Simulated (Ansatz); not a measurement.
# C₃H₅Te radical: basis-set convergence

The task here is to estimate one member of a computed series from the others.

Method: one geometry, several basis sets; program: Ansatz 0.2.0, Gaussian basis.

Levels to be run: PBE0-D4/def2-SVP; ωB97M-V/def2-SVP; PBE0-D4/def2-QZVPP; ωB97M-V/def2-QZVPP; the functionals' def2-TZVPP values are taken from earlier runs.

## The geometry

An earlier PBE0-D4 in a triple-zeta def2 set relaxation fixed the geometry. Te takes the def2 core potential; no spin-orbit term is included.

SMILES `C=CC[Te]`, 9 atoms, charge 0, spin multiplicity 2.

Atoms are counted from 1 here; the program's logs count them from 0.

Bond lengths: C1–C2 1.329 Å, C1–H5 1.083 Å, C1–H6 1.085 Å, C2–C3 1.480 Å, C2–H7 1.087 Å, C3–Te4 2.164 Å, C3–H8 1.088 Å, C3–H9 1.091 Å. Angles: C2–C1–H5 121.4°, C2–C1–H6 121.5°, H5–C1–H6 117.2°, C1–C2–C3 124.2°, C1–C2–H7 119.7°, C3–C2–H7 116.1°, C2–C3–Te4 107.2°, C2–C3–H8 112.8°, C2–C3–H9 112.5°, Te4–C3–H8 108.5°, Te4–C3–H9 105.5°, H8–C3–H9 110.0°.

The first run:

File in.yaml:

```yaml
crystal:
  periodic: [false, false, false]
  atoms:
    - {symbol: C, position_ang: [0.170531, 0.635575, -1.270335]}
    - {symbol: C, position_ang: [0.446468, 0.359949, 0.000447]}
    - {symbol: C, position_ang: [-0.125411, -0.783742, 0.745975]}
    - {symbol: Te, position_ang: [-1.631869, 0.012126, 2.080421]}
    - {symbol: H, position_ang: [0.606174, 1.492902, -1.768694]}
    - {symbol: H, position_ang: [-0.497866, 0.009881, -1.853442]}
    - {symbol: H, position_ang: [1.107383, 1.015368, 0.562115]}
    - {symbol: H, position_ang: [-0.594183, -1.518588, 0.094937]}
    - {symbol: H, position_ang: [0.607273, -1.269673, 1.391475]}
basis:
  gaussian: {orbitals: def2-SVP}
magnetization: {spin_polarized: true, initial_magnetization: 1}
hamiltonian: {xc: pbe0, dispersion: d4}
output: {orbitals: {seedname: orbitals}}
```

Steps of the session up to this table: PBE0-D4 in def2-SVP; ωB97M-V in def2-SVP; PBE0-D4 in def2-QZVPP; ωB97M-V in def2-QZVPP.

One of the session's tables, all rows but one given; the rest of the session is left out.

It belongs to the step «Density functionals: the series». 

```
functional       basis  HOMO (eV)  LUMO (eV)
   PBE0-D4    def2-SVP      -5.81      -3.70
   PBE0-D4  def2-TZVPP      -5.94      -3.72
   PBE0-D4  def2-QZVPP      -5.96      -3.72
   ωB97M-V    def2-SVP          ?          ?
   ωB97M-V  def2-TZVPP      -8.04      -1.81
   ωB97M-V  def2-QZVPP      -8.06      -1.82
```

Q: Estimate the row for ωB97M-V, def2-SVP from the others.

As computed: HOMO (eV): -7.90; LUMO (eV): -1.70. In the column «HOMO (eV)» it lies between ωB97M-V, def2-TZVPP (-8.04) and PBE0-D4, def2-QZVPP (-5.96).
